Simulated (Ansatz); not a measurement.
# Pt: the cost of one run

Program: Ansatz 0.2.0. Level of theory: DFT PBEsol, scalar-relativistic, plane waves, PAW. These are calculated values, not measurements.

### 1 The starting structure

It takes space group P6_3/mmc (No. 194, hexagonal). Conventional cell: a = 2.725 Å, b = 2.725 Å, c = 4.707 Å, α = 90.00°, β = 90.00°, γ = 120.00°. Around Pt (site symmetry -6m2) lie 12 Pt at 2.73 to 2.83 Å.

Coordinates:

```cif
data_structure
_symmetry_space_group_name_H-M 'P 1'
_symmetry_Int_Tables_number 1
_cell_length_a 2.7252
_cell_length_b 2.7252
_cell_length_c 4.7069
_cell_angle_alpha 90.000
_cell_angle_beta 90.000
_cell_angle_gamma 120.000
_cell_volume 30.27
loop_
_atom_site_label
_atom_site_type_symbol
_atom_site_fract_x
_atom_site_fract_y
_atom_site_fract_z
_atom_site_occupancy
Pt1 Pt 0.66667 0.33333 0.75000 1
Pt2 Pt 0.33333 0.66667 0.25000 1
```

It goes back to an entry of the Materials Project, which need not be the stable form.

It is the result of an earlier relaxation at this level (volume 15.14 Å³/atom; gap on the mesh: none (metal)).

### 2 The scan

The energy is mapped over two homogeneous strains (x along [1 0 0], y along [1 2 0], z along [0 0 1] of the conventional cell).

The axes are (1) engineering shear strain xy: 7 values from −8.0 %; (2) normal strain along z: 7 values from −11.0 %.

Nothing else is relaxed (fractional coordinates fixed). Energies count from the relaxed crystal. Points are written as (first, second).

### 3 The run at (0.0 %, −11.0 %)

Contents of input.yaml:

```yaml
crystal:
  lattice:
    - [2.7251897179, 0.0, 0.0]
    - [-1.362594859, 2.3600835258, 0.0]
    - [0.0, 0.0, 4.189160539]
  atoms:
    - { symbol: Pt, position: [0.6666666667, 0.3333333333, 0.75] }
    - { symbol: Pt, position: [0.3333333333, 0.6666666667, 0.25] }
basis:
  ecutwfc: 420
kpoints:
  mp_grid: { grid: [18, 18, 10] }
hamiltonian:
  xc: pbesol
scf:
  occupations: { method: gaussian, width: 0.15 }
output:
  forces: true
  stress: true
  eigenvalues: true
```

The run is started by

```sh
> ansatz run input.yaml --threads 1 --pin off --max-ram 2048MiB --backend cpu --events-out ev --progress --plain --runs-dir out
```

Q: Estimate wall time and peak memory on 1 thread of Arm Neoverse N1, shared host.

About 9.2 s, with a peak of 0.36 GiB.
